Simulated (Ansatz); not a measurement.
## AsBH₅N, SMILES NB[AsH2]: vertical and adiabatic energies of changing the electron count, step by step

With Ansatz 0.2.0, Python API.

Input file `asbh5n.xyz`:
```text
8

N     1.05770    0.60140    0.19570
B     0.23280   -0.61790   -0.18300
As   -1.80310   -0.51120   -0.17860
H     1.68800    0.80510   -0.61190
H     1.66600    0.32040    0.99680
H     0.76830   -1.62860   -0.48030
H    -1.79000    0.84380   -0.95920
H    -1.81970    0.18700    1.22060
```

At the Python prompt:
```pycon
>>> import itertools
>>> import ansatz as az
>>> from ase.data import atomic_numbers, covalent_radii
>>> import numpy as np
>>> BASIS = 'def2-SVP'
>>> XC = 'pbe0'
>>> CHARGE = 1
>>> asbh5n = az.Crystal.molecule_from_extxyz('asbh5n.xyz')
>>> calc = asbh5n.calculation().basis(gaussian=BASIS).functional(XC)
>>> symbols = [site.symbol for site in asbh5n.cartesian_sites]
>>> start = np.array([site.position_ang for site in asbh5n.cartesian_sites], dtype=float)
>>> report = calc.relax(force_tolerance=0.01).run(threads=1, pin='off').report
>>> end = np.array(report['positions_ang'])
>>> minimum = az.Crystal.molecule()
>>> for symbol, place in zip(symbols, end):
...     minimum = minimum.atom(symbol, place.tolist())
...
>>> ion = minimum.calculation()
>>> ion = ion.basis(gaussian=BASIS)
>>> ion = ion.functional(XC)
>>> ion = ion.charge(CHARGE)
>>> ion = ion.spin('collinear', total=1)
>>> vertical = ion.run(threads=1, pin='off').report
>>> settled = ion.relax(force_tolerance=0.01, max_steps=80).run(threads=1, pin='off').report
>>> print(f'vertical ionisation energy   {vertical["free_energy_ev"] - report["free_energy_ev"]:.3f} eV')
vertical ionisation energy   9.120 eV
>>> print(f'adiabatic, no zero point     {settled["free_energy_ev"] - report["free_energy_ev"]:.3f} eV')
adiabatic, no zero point     8.407 eV
>>> print(f'relaxation energy of the ion {vertical["free_energy_ev"] - settled["free_energy_ev"]:.3f} eV')
relaxation energy of the ion 0.713 eV
>>> ionised = np.array(settled['positions_ang'])
>>> # pairs closer than 1.2 times the sum of covalent radii, before or after
>>> radius = [covalent_radii[atomic_numbers[s]] for s in symbols]
>>> span = lambda where, i, j: np.linalg.norm(where[i] - where[j])
>>> bonded = [(i, j) for i, j in itertools.combinations(range(len(symbols)), 2) if min(span(end, i, j), span(ionised, i, j)) < 1.2 * (radius[i] + radius[j])]
>>> print('pair        before    after (A)')
pair        before    after (A)
>>> for i, j in bonded:
...     print(f'{symbols[i]}{i}-{symbols[j]}{j}'.ljust(10), f'{span(end, i, j):8.4f} {span(ionised, i, j):8.4f}')
...
N0-B1        1.3882   1.3659
N0-H3        1.0127   1.0192
N0-H4        1.0122   1.0154
B1-As2       2.0391   2.0510
B1-H5        1.2103   1.1973
As2-H6       1.5218   1.4986
As2-H7       1.5261   1.5025
```

The energies are electronic: no zero-point or thermal terms, and the basis set is short of its limit. The product may relax into another structure. The relaxation finds the nearest minimum, so the adiabatic value is an upper bound. It ran for 98 s on 1 thread of AMD EPYC 7R43 64-Core Processor (Zen 3), on a shared host, peak memory 0.32 GiB.
